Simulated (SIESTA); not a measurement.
The system is BiTe.

```
Bi Te
1.0
     0.00000    3.23500    3.23500
     3.23500    0.00000    3.23500
     3.23500    3.23500    0.00000
Bi Te
1 1
Cartesian
  0.0000 0.0000 0.0000
  3.2350 3.2350 3.2350
```

Base run:

| Item | Value |
| --- | --- |
| Program | SIESTA 5.4.2 |
| Functional | BLYP |
| Potentials or basis | PseudoDojo 0.4 standard (PBE files) |
| Basis | DZP (energy shift 0.003 Ry; two zetas on semicore shells) |
| Grid cutoff | 500 Ry |
| Energy shift | 0.003 Ry |
| k mesh | 7 × 7 × 7 |
| Occupations | fermi-dirac, width 0.05 eV |
| Spin | no spin polarisation |

Its results: band gap on the k mesh none (metal or under the smearing width); pressure 5.2 GPa.

Question: After a change of settings the same cell gave: band gap on the k mesh none (metal or under the smearing width); pressure 1.6 GPa. Which change was it?
A. functional from BLYP to revPBE
B. functional from BLYP to RPBE
C. functional from BLYP to AM05; potentials or basis from PseudoDojo 0.4 standard (PBE files) to PseudoDojo 0.4 standard (PBEsol files)
D. functional from BLYP to PW91

Answer: D.

PW91 binds more tightly than BLYP, so the same cell stands under less pressure.

Caveats: the potentials were made for another functional, which shifts forces and pressure; spin-orbit coupling is left out, which moves the levels of the heavy elements; the basis of atomic orbitals isn't converged, which shifts pressures, moduli and gaps.

Runs at the PBE level aren't shown here.
